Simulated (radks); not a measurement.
**Cu³⁺ in [Ar] 3d7.75 4d0.25: an all-electron calculation**

The task here is to estimate one member of a computed series from the others.

Program: radks (a radial shooting solver on a logarithmic mesh, Libxc functionals) version 1. Level of theory: scalar-relativistic Kohn-Sham, TASK exchange with Perdew-Wang LDA correlation, spin-polarised, spherical densities, finite nucleus; open shells are filled with parallel spins first. These are calculated values, not measurements, unless marked.

## Starting point

| Quantity | Value |
| --- | --- |
| element | copper (Z = 29) |
| charge | +3 |
| electrons | 26 |
| configuration | [Ar] 3d7.75 4d0.25 |
| nuclear rms radius | 3.8823 fm |

Set-up of the first run:

Input:

```text
Z 29
configuration [Ar] 3d7.75 4d0.25
relativity scalar-relativistic
functional task,pw
spin polarised
nucleus finite rms 3.8823 fm
c 137.035999084
```

Steps of the session up to this table: Self-consistent calculation.

One table of the session follows, with a row left open; its other results are not shown here.

It belongs to the step «Orbitals and density». Sizes of the orbitals, from the radial functions (bohr):

```
  level      <r>  outermost maximum (interpolated)  90 % within  nodes
1s down  0.05221                            0.0341       0.0933      0
  1s up  0.05221                            0.0341       0.0933      0
  2s up   0.2356                             0.197        0.365      1
2s down   0.2352                             0.197        0.364      1
  2p up   0.2068                             0.158        0.338      0
2p down   0.2064                             0.158        0.338      0
  3s up   0.7059                             0.612         1.06      2
3s down   0.7086                             0.613         1.06      2
  3p up   0.7342                             0.617         1.13      1
3p down        ?                                 ?            ?      ?
  3d up   0.8220                             0.586         1.37      0
3d down   0.8397                             0.592         1.41      0
  4d up    3.747                              3.41         5.45      1
```

Estimate the missing values for 3p down.

**Answer.** <r>: 0.7380; outermost maximum (interpolated): 0.619; 90 % within: 1.14; nodes: 1. In the column «<r>» it lies between 3p up (0.7342) and 3d up (0.8220).
